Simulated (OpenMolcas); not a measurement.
# Ru⁵⁺ among point charges: CASSCF and CASPT2 levels and susceptibility, part 2 of 2

How does a field of 8 point charges split the states of Ru⁵⁺, and what χT follows?

OpenMolcas 26.06; ANO-RCC-VTZP, DKH2, active space 3 electrons in 5 orbitals (4d), orbitals: per spin and parity. Surroundings: 8 point charges of -1.2 e arranged as a cube (Oh), 1.99 Å from the ion. Earlier steps stand in the parts before.

## 6. CASPT2: IPEA 0.25, imaginary shift 0.1 (closed shells correlated: 4s 4p)

File a.inp:

```
>>> COPY JOB001 $Project.JobIph
&CASPT2
Multistate=10 1 2 3 4 5 6 7 8 9 10
NoMult
Frozen=8 6
IPEA=0.25
Imaginary=0.1
MaxIter=60
WThr=0.0 0.3 0.05
PrWF=0.5
NoMix
>>> COPY JOB002 $Project.JobIph
&CASPT2
Multistate=40 1 2 3 4 5 6 7 8 9 10 11 12 13 14 15 16 17 18 19 20 21 22
23 24 25 26 27 28 29 30 31 32 33 34 35 36 37 38 39 40
NoMult
Frozen=8 6
IPEA=0.25
Imaginary=0.1
MaxIter=60
WThr=0.0 0.3 0.05
PrWF=0.5
NoMix
```

Run with:

```console
$ OMP_NUM_THREADS=1 MOLCAS_MEM=1689 MOLCAS_PROJECT=a pymolcas a.inp > a.log
```

The log of the run:

```text
Orbital specifications:
      -----------------------

      Symmetry species                           1   2
                                                ag  au
      Frozen orbitals                            8   6
      Inactive orbitals                          1   3
      Active orbitals                            5   0
      Secondary orbitals                        22  23
      Deleted orbitals                           0   0
      Number of basis functions                 36  32
Type of calculation                        SS-CASPT2
      Fock operator                              state-specific
      IPEA shift                                 0.25
      Real shift                                 0.00
      Imaginary shift                            0.10
      The input orbitals will be transformed to quasi-canonical
Reference energy:       -4534.5249563015
      E2 (Non-variational):      -0.2972476919
      Shift correction:          -0.0000838062
      E2 (Variational):          -0.2973314981
      Total energy:           -4534.8222877996
      Residual norm:              0.0000009695
      Reference weight:           0.95515
      Contributions to the CASPT2 correlation energy
      Active & Virtual Only:         -0.0180543059
      One Inactive Excited:          -0.1376665284
      Two Inactive Excited:          -0.1415268576
Reference energy:       -4534.5249563015
      E2 (Non-variational):      -0.2970075770
      Shift correction:          -0.0000834790
      E2 (Variational):          -0.2970910561
      Total energy:           -4534.8220473576
      Residual norm:              0.0000009147
      Reference weight:           0.95524
      Contributions to the CASPT2 correlation energy
      Active & Virtual Only:         -0.0179623208
      One Inactive Excited:          -0.1375714296
      Two Inactive Excited:          -0.1414738266
::    CASPT2 Root  1     Total energy:  -4534.82228780
::    CASPT2 Root  2     Total energy:  -4534.82204736
::    CASPT2 Root  3     Total energy:  -4534.82313169
::    CASPT2 Root  4     Total energy:  -4534.81128715
::    CASPT2 Root  5     Total energy:  -4534.81123188
::    CASPT2 Root  6     Total energy:  -4534.80901837
::    CASPT2 Root  7     Total energy:  -4534.79220713
::    CASPT2 Root  8     Total energy:  -4534.75739094
::    CASPT2 Root  9     Total energy:  -4534.75770345
::    CASPT2 Root 10     Total energy:  -4534.75771386
Orbital specifications:
      -----------------------

      Symmetry species                           1   2
                                                ag  au
      Frozen orbitals                            8   6
      Inactive orbitals                          1   3
      Active orbitals                            5   0
      Secondary orbitals                        22  23
      Deleted orbitals                           0   0
      Number of basis functions                 36  32
Type of calculation                        SS-CASPT2
      Fock operator                              state-specific
      IPEA shift                                 0.25
      Real shift                                 0.00
      Imaginary shift                            0.10
      The input orbitals will be transformed to quasi-canonical
Reference energy:       -4534.4556657662
      E2 (Non-variational):      -0.3044456154
      Shift correction:          -0.0000885640
      E2 (Variational):          -0.3045341794
      Total energy:           -4534.7601999456
      Residual norm:              0.0000005451
      Reference weight:           0.95382
      Contributions to the CASPT2 correlation energy
      Active & Virtual Only:         -0.0232297026
      One Inactive Excited:          -0.1385568438
      Two Inactive Excited:          -0.1426590690
Reference energy:       -4534.4556657662
      E2 (Non-variational):      -0.3044404763
      Shift correction:          -0.0000884746
      E2 (Variational):          -0.3045289509
      Total energy:           -4534.7601947170
      Residual norm:              0.0000005468
      Reference weight:           0.95382
      Contributions to the CASPT2 correlation energy
      Active & Virtual Only:         -0.0232248052
      One Inactive Excited:          -0.1385566683
      Two Inactive Excited:          -0.1426590028
::    CASPT2 Root  1     Total energy:  -4534.76019995
::    CASPT2 Root  2     Total energy:  -4534.76019472
::    CASPT2 Root  3     Total energy:  -4534.75592957
::    CASPT2 Root  4     Total energy:  -4534.75564086
::    CASPT2 Root  5     Total energy:  -4534.75596157
::    CASPT2 Root  6     Total energy:  -4534.75418122
::    CASPT2 Root  7     Total energy:  -4534.75429989
::    CASPT2 Root  8     Total energy:  -4534.75433427
::    CASPT2 Root  9     Total energy:  -4534.74740289
::    CASPT2 Root 10     Total energy:  -4534.74011087
::    CASPT2 Root 11     Total energy:  -4534.73996145
::    CASPT2 Root 12     Total energy:  -4534.73987439
::    CASPT2 Root 13     Total energy:  -4534.73125560
::    CASPT2 Root 14     Total energy:  -4534.73146967
::    CASPT2 Root 15     Total energy:  -4534.73108932
::    CASPT2 Root 16     Total energy:  -4534.72943936
::    CASPT2 Root 17     Total energy:  -4534.72963188
::    CASPT2 Root 18     Total energy:  -4534.72982485
::    CASPT2 Root 19     Total energy:  -4534.72301963
::    CASPT2 Root 20     Total energy:  -4534.72309768
::    CASPT2 Root 21     Total energy:  -4534.71554376
::    CASPT2 Root 22     Total energy:  -4534.71554711
::    CASPT2 Root 23     Total energy:  -4534.71564160
::    CASPT2 Root 24     Total energy:  -4534.71919949
::    CASPT2 Root 25     Total energy:  -4534.71932379
::    CASPT2 Root 26     Total energy:  -4534.71803075
::    CASPT2 Root 27     Total energy:  -4534.71805352
::    CASPT2 Root 28     Total energy:  -4534.71807854
::    CASPT2 Root 29     Total energy:  -4534.67565838
::    CASPT2 Root 30     Total energy:  -4534.67574503
```

This run took 5.4 s in all on 1 thread of Arm Neoverse V2, shared host.

SS-CASPT2: lowest energy less the reference's lowest, -0.2975 hartree; reference weights 0.947 to 0.955.

Spin-free states, with their symmetry labels:

| state | degeneracy | E (cm-1) | free-ion L (%) |
| --- | --- | --- | --- |
| 4T1 | 3 | 0 | F (99) |
| 4T2 | 3 | 2629 | F (100) |
| 4A2 | 1 | 6646 | F (100) |
| 2E | 2 | 13671 | G (68) |
| 4T1 | 3 | 14241 | P (99) |
| 2T2 | 3 | 14627 | G (93) |
| 2T1 | 3 | 14972 | G (80) |
| 2A1 | 1 | 16479 | G (100) |
| 2T1 | 3 | 18108 | P (67) |
| 2T2 | 3 | 20020 | H (76) |
| 2T1 | 3 | 20380 | H (87) |
| 2E | 2 | 21822 | H (80) |
| 2E | 2 | 22656 | D (84) |
| 2T2 | 3 | 22921 | D (77) |
| 2T1 | 3 | 23464 | H (62) |
| 2T2 | 3 | 32224 | F (99) |
| 2T1 | 3 | 32331 | F (97) |
| 2A2 | 1 | 33199 | F (100) |
| 2T2 | 3 | 51318 | D (98) |
| 2E | 2 | 51712 | D (100) |

With spin-orbit coupling:

```csv
E (cm-1),Degeneracy,Label,2S+1,g
0,4,Γ8,4,
870,2,Γ7,4,1.82 1.82 1.82
2070,4,Γ8,4,
3440,2,Γ6,4,1.71 1.71 1.71
4300,4,Γ8,4,
4330,2,Γ7,4,3.79 3.79 3.79
5360,2,Γ6,4,0.26 0.26 0.26
5810,4,Γ8,4,
9180,4,Γ8,4,
14390,4,Γ8,4,
14770,2,Γ6,4,2.51 2.51 2.51
15390,4,Γ8,2,
15890,2,Γ7,2,2.38 2.38 2.38
16290,2,Γ6,2,0.19 0.19 0.19
16810,4,Γ8,2,
16990,2,Γ7,4,2.55 2.55 2.55
17010,4,Γ8,4,
18100,2,Γ6,2,1.73 1.73 1.73
18300,4,Γ8,2,
20610,2,Γ6,2,1.48 1.48 1.48
20860,4,Γ8,2,
22160,4,Γ8,2,
22860,4,Γ8,2,
23030,2,Γ7,2,3.47 3.47 3.47
```

Powder χT (cm³ K/mol): 0.11 at 2 K, 0.11 at 5 K, 0.12 at 10 K, 0.12 at 20 K, 0.13 at 50 K, 0.15 at 100 K, 0.17 at 150 K, 0.20 at 200 K, 0.22 at 250 K, 0.24 at 300 K.

A ligand-field fit to the states below 45000 cm-1 gives 10Dq = -3357 cm-1, B = 808 cm-1 and C = 3610 cm-1 (C/B = 4.47), with a deviation of 310 cm-1.

## 7. The methods side by side

A. CASSCF
B. SS-CASPT2, IPEA 0.25, imaginary shift 0.1 (closed shells correlated: 4s 4p)

| method | ground state | first state of that spin (cm-1) | first gap with spin-orbit (cm-1) | χT at 300 K |
| --- | --- | --- | --- | --- |
| A | 4T1 | 4T2 2937 | 813.4 | 0.25 |
| B | 4T1 | 4T2 2629 | 873.5 | 0.24 |

## 8. What came out

What follows sums up all 2 parts.

| quantity | value |
| --- | --- |
| method | SS-CASPT2, IPEA 0.25, imaginary shift 0.1 (closed shells correlated: 4s 4p) |
| spin-free ground state | 4T1, 3-fold in its orbital part |
| first state of the same spin within the active space | 4T2 at 2630 cm⁻¹ |
| lowest level | 4-fold Γ8 |
| next level | 873.5 cm⁻¹ |
| χT at 300 K | 0.24 cm³ K/mol |
| effective moment at 300 K | 1.39 μB |

Cost by method:

| method | time of its own steps | time with the reference |
| --- | --- | --- |
| A. CASSCF | 9.1 s | 9.1 s |
| B. SS-CASPT2, IPEA 0.25, imaginary shift 0.1, +4s 4p | 5.4 s | 14 s |

Times are of one thread on a shared host.

The spin-free ground state (4T1) comes to 99 % from free-ion F terms and keeps the highest spin of the shell. χT at 300 K is 0.24, against 1.88 cm³ K/mol for the spin alone, so spin-orbit coupling lowers it. A ligand-field fit to the states below 45000 cm-1 gives 10Dq = -3357 cm-1, B = 808 cm-1 and C = 3610 cm-1 (C/B = 4.47), with a deviation of 310 cm-1. CASPT2 does not keep the components of a term degenerate, and the means are used. The field of point charges can differ much from that of real complexes. This is an electrostatic model: the charges have no orbitals.
